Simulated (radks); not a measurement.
# The first electron to leave Ru⁶⁺

Ru⁶⁺ stands in [Kr] 4d2. From which sub-shell is an electron easiest to take? Each removal is a run of its own. The parent's configuration is the lowest that an earlier search found at this level.

Program: radks (a radial shooting solver on a logarithmic mesh, Libxc functionals) version 1. Level of theory: scalar-relativistic Kohn-Sham, PBEsol, spin-polarised, spherical densities, finite nucleus; open shells are filled with parallel spins first. These are calculated values, not measurements, unless marked.

4 further runs of the same task are left out: 4 set aside as unsound or not needed.

## 1. The system

| Quantity | Value |
| --- | --- |
| element | ruthenium (Z = 44) |
| charge | +6 |
| electrons | 38 |
| configuration | [Kr] 4d2 |
| nuclear rms radius | 4.4809 fm |

The outer shells:

Ru⁶⁺
```
[Kr] core
4d [↑ ][↑ ][  ][  ][  ]
```

## 2. The parent, Ru⁶⁺

From an earlier run at this level the parent has E = -4519.729656 hartree and these outer levels (eV):

| level | occupation | energy (eV) |
| --- | --- | --- |
| 3d up | 5 | -364.72 |
| 3d down | 5 | -364.31 |
| 4s up | 1 | -163.36 |
| 4s down | 1 | -161.35 |
| 4p up | 3 | -131.94 |
| 4p down | 3 | -129.83 |
| 4d up | 2 | -85.116 |
| 4d down | 0 | -82.936 |

## 3. Remove 4d: [Kr] 4d1

Settings of this run:

```text
Z 44
configuration [Kr] 4d1
relativity scalar-relativistic
functional pbe_sol,pbe_sol
spin polarised
nucleus finite rms 4.4809 fm
c 137.035999084
```

## 4. Remove 4p: [Ar] 3d10 4s2 4p5 4d2

Settings, as their differences from step 3:

```diff
@@ -1,3 +1,3 @@
 Z 44
-configuration [Kr] 4d1
+configuration [Ar] 3d10 4s2 4p5 4d2
 relativity scalar-relativistic
```

## 5. Remove 4s: [Ar] 3d10 4s1 4p6 4d2

Settings of this run:

```text
Z 44
configuration [Ar] 3d10 4s1 4p6 4d2
relativity scalar-relativistic
functional pbe_sol,pbe_sol
spin polarised
nucleus finite rms 4.4809 fm
c 137.035999084
```

## 6. Remove 3d: [Ar] 3d9 4s2 4p6 4d2

Settings of this run:

```text
Z 44
configuration [Ar] 3d9 4s2 4p6 4d2
relativity scalar-relativistic
functional pbe_sol,pbe_sol
spin polarised
nucleus finite rms 4.4809 fm
c 137.035999084
```

Q: Predict the outcome of this session. Wanted: for each run, case; final configuration; Δ-SCF; −ε of the level emptied.

The runs gave:

| case | final configuration | Δ-SCF (eV) | −ε of the level emptied (eV) |
| --- | --- | --- | --- |
| remove 4d | [Kr] 4d1 | 93.610 | 85.116 |
| remove 4p | [Ar] 3d10 4s2 4p5 4d2 | 139.30 | 129.83 |
| remove 4s | [Ar] 3d10 4s1 4p6 4d2 | 171.39 | 161.35 |
| remove 3d | [Ar] 3d9 4s2 4p6 4d2 | 385.98 | 364.31 |

In words: Removal from 4d costs least (93.610 eV), ahead of 4p (139.30 eV). 4d is also the highest occupied level of the parent. NIST lists 93 eV (theoretical), between the same two configurations. Open shells are spherical and high-spin; term and fine-structure splittings are not resolved.
